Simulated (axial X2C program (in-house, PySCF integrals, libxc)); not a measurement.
# CoF: properties at the nuclei

Wanted for CoF: properties at the nuclei, at the two-component level.

Computed with an in-house X2C program for linear molecules on PySCF integrals. Level: two-component X2C with atomic mean-field terms, Co dyall-cv3z, F dyall-av3z.

All values are calculated.

### Step 1. The job

Contents of task.json:

```json
{"zs": [27, 9], "q": 0, "bas": ["dyall-cv3z", "dyall-av3z"], "r0": 1.75, "levels": ["PBE0", "HF", "BP86", "PBE", "B3LYP"], "nst": 3}
```

Keys: zs atomic numbers; q charge; bas basis sets; r0 starting distance in Å; levels methods (HF also brings MP2); nst determinants followed.

Run with:

```console
$ python soeom.py task.json out
```

Nuclei are Gaussian, cores are contracted, and the Gaunt term is on.

### Step 2. Expectation values, lowest determinant

R = 1.741 Å. State: Ω = 4 (excess of +ω over −ω: ω = 3/2, ω = 5/2).

Output of the PBE0 run:

```text
two-component X2C + atomic mean field  PBE0
basis functions 162  fitting functions 872  grid points 5077
iter        total energy     max residual
   1      -1492.515194264     3.54e-01
   2      -1492.579146207     2.87e-03
   3      -1492.578900435     7.74e-03
   4      -1492.579232646     7.93e-04
   5      -1492.579233740     7.58e-04
   6      -1492.579238867     7.94e-05
   7      -1492.579238932     3.19e-05
   8      -1492.579238947     3.18e-05
   9      -1492.579238959     1.26e-05
  10      -1492.579238964     4.48e-06
  11      -1492.579238964     1.19e-06
converged
one-electron -2215.58469424  Coulomb 719.68914439  exact exchange -17.15284469  xc functional -52.98821923  nuclear repulsion 73.85988642  atomic mean-field constant -0.40251162
```

The highest occupied spinor is 53% Co s, 30% Co d, 8% F p.

| level | Eeff magnitude (GV/cm) | Ws magnitude Co (kHz) | A∥/gI Co (MHz) | qzz Co (a.u.) | A∥/gI F (MHz) | qzz F (a.u.) | μ (D) |
| --- | --- | --- | --- | --- | --- | --- | --- |
| PBE0 | 0.981 | 0.0842 | 152 | -0.42 | 15.1 | 1.10 | -3.88 |
| HF | 1.58 | 0.149 | 129 | -0.74 | 5.52 | 0.58 | -2.84 |
| BP86 | 0.546 | 0.0432 | 260 | -0.25 | 17.4 | 1.23 | -3.64 |
| PBE | 0.565 | 0.0449 | 253 | -0.27 | 17.7 | 1.22 | -3.65 |
| B3LYP | 0.878 | 0.0739 | 176 | -0.38 | 15.6 | 1.14 | -3.94 |

Eeff is the effective electric field on the electron dipole moment in this Ω state and Ws the scalar–pseudoscalar constant (defined with the proton number Z and per Ω); A∥ is the parallel hyperfine constant, which follows by multiplying with the nuclear g factor gI = μI/(I μN); qzz is the electric field gradient, eQq0 = 234.96 MHz × Q/barn × qzz; μ is positive if F is the positive end. The operators were transformed with the bare-nucleus X2C matrices.

### Step 3. Expectation values, a higher determinant

R = 1.741 Å. State: Ω = 5 (excess of +ω over −ω: 2 × ω = 1/2, ω = 3/2, ω = 5/2), 0.05 eV above the lowest in the PBE0 search for states (made at or near this distance, with looser thresholds).

Output of the PBE0 run:

```text
two-component X2C + atomic mean field  PBE0
basis functions 162  fitting functions 872  grid points 5077
iter        total energy     max residual
   1      -1492.513425389     3.59e-01
   2      -1492.577162532     2.83e-03
   3      -1492.577117141     3.66e-03
   4      -1492.577228951     1.41e-04
   5      -1492.577229095     8.00e-05
   6      -1492.577229130     3.21e-05
   7      -1492.577229140     7.47e-06
   8      -1492.577229141     1.68e-06
converged
one-electron -2214.05375952  Coulomb 718.16298192  exact exchange -17.16588236  xc functional -52.97794398  nuclear repulsion 73.85988642  atomic mean-field constant -0.40251162
```

The highest occupied spinor is 60% Co s, 22% Co p, 11% F p.

| level | Eeff magnitude (GV/cm) | Ws magnitude Co (kHz) | A∥/gI Co (MHz) | qzz Co (a.u.) | A∥/gI F (MHz) | qzz F (a.u.) | μ (D) |
| --- | --- | --- | --- | --- | --- | --- | --- |
| PBE0 | 0.959 | 0.0886 | 678 | -0.79 | 28.6 | 0.65 | -2.16 |
| HF | 1 | 0.0907 | 595 | -0.96 | 18.6 | 0.45 | -2.66 |
| BP86 | 0.848 | 0.0803 | 700 | -0.83 | 36.8 | 0.63 | -1.53 |
| PBE | 0.828 | 0.0786 | 692 | -0.82 | 36.8 | 0.64 | -1.54 |
| B3LYP | 0.979 | 0.0898 | 691 | -0.76 | 31.1 | 0.63 | -2.14 |

### Step 4. Expectation values, a higher determinant

R = 1.741 Å. State: Ω = 2 (excess of +ω over −ω: ω = 1/2, ω = 3/2), 0.18 eV above the lowest in the PBE0 search for states (made at or near this distance, with looser thresholds).

Output of the PBE0 run:

```text
two-component X2C + atomic mean field  PBE0
basis functions 162  fitting functions 872  grid points 5077
iter        total energy     max residual
   1      -1492.508704224     3.54e-01
   2      -1492.572642747     2.87e-03
   3      -1492.572388653     7.88e-03
   4      -1492.572729973     8.04e-04
   5      -1492.572731229     7.59e-04
   6      -1492.572736358     7.90e-05
   7      -1492.572736422     3.11e-05
   8      -1492.572736436     3.10e-05
   9      -1492.572736447     1.23e-05
  10      -1492.572736452     4.51e-06
  11      -1492.572736452     1.20e-06
converged
one-electron -2215.56701458  Coulomb 719.67699113  exact exchange -17.15256471  xc functional -52.98752309  nuclear repulsion 73.85988642  atomic mean-field constant -0.40251162
```

The highest occupied spinor is 52% Co s, 31% Co d, 8% F p.

| level | Eeff magnitude (GV/cm) | Ws magnitude Co (kHz) | A∥/gI Co (MHz) | qzz Co (a.u.) | A∥/gI F (MHz) | qzz F (a.u.) | μ (D) |
| --- | --- | --- | --- | --- | --- | --- | --- |
| PBE0 | 0.996 | 0.17 | 1210 | -0.43 | 21.4 | 1.10 | -3.89 |
| HF | 1.59 | 0.298 | 1260 | -0.74 | 18.3 | 0.58 | -2.84 |
| BP86 | 0.595 | 0.0962 | 981 | -0.27 | 43.8 | 1.23 | -3.64 |
| PBE | 0.614 | 0.0998 | 994 | -0.28 | 42.1 | 1.21 | -3.65 |
| B3LYP | 0.899 | 0.151 | 1160 | -0.39 | 23.9 | 1.14 | -3.95 |

### Step 5. Summary of results

| quantity | value |
| --- | --- |
| lowest determinant | Ω = 4 (excess of +ω over −ω: ω = 3/2, ω = 5/2) |
| Eeff magnitude (GV/cm), PBE0 | 0.981 |
| Ws magnitude Co (kHz), PBE0 | 0.0842 |
| A∥/gI Co (MHz), PBE0 | 152 |
| qzz Co (a.u.), PBE0 | -0.42 |
| higher determinant | Ω = 5 (excess of +ω over −ω: 2 × ω = 1/2, ω = 3/2, ω = 5/2) |
| Eeff magnitude (GV/cm), PBE0, higher determinant | 0.959 |
| Ws magnitude Co (kHz), PBE0, higher determinant | 0.0886 |
| A∥/gI Co (MHz), PBE0, higher determinant | 678 |
| qzz Co (a.u.), PBE0, higher determinant | -0.79 |
| higher determinant | Ω = 2 (excess of +ω over −ω: ω = 1/2, ω = 3/2) |
| Eeff magnitude (GV/cm), PBE0, higher determinant | 0.996 |
| Ws magnitude Co (kHz), PBE0, higher determinant | 0.17 |
| A∥/gI Co (MHz), PBE0, higher determinant | 1210 |
| qzz Co (a.u.), PBE0, higher determinant | -0.43 |

**Reading.** In the first state, the effective field runs from 0.546 to 1.58 GV/cm over the mean-field levels, so the levels don't agree on it. The expectation values come from single determinants, which for open shells can mix terms of unlike spin or miss the lowest Ω, so a determinant need not be a state. Eeff is the effective electric field on the electron dipole moment in this Ω state and Ws the scalar–pseudoscalar constant (defined with the proton number Z and per Ω); A∥ is the parallel hyperfine constant, which follows by multiplying with the nuclear g factor gI = μI/(I μN); qzz is the electric field gradient, eQq0 = 234.96 MHz × Q/barn × qzz; μ is positive if F is the positive end. The operators were transformed with the bare-nucleus X2C matrices. A second determinant lies within 0.1 eV of the first, so their order is not settled at this level.
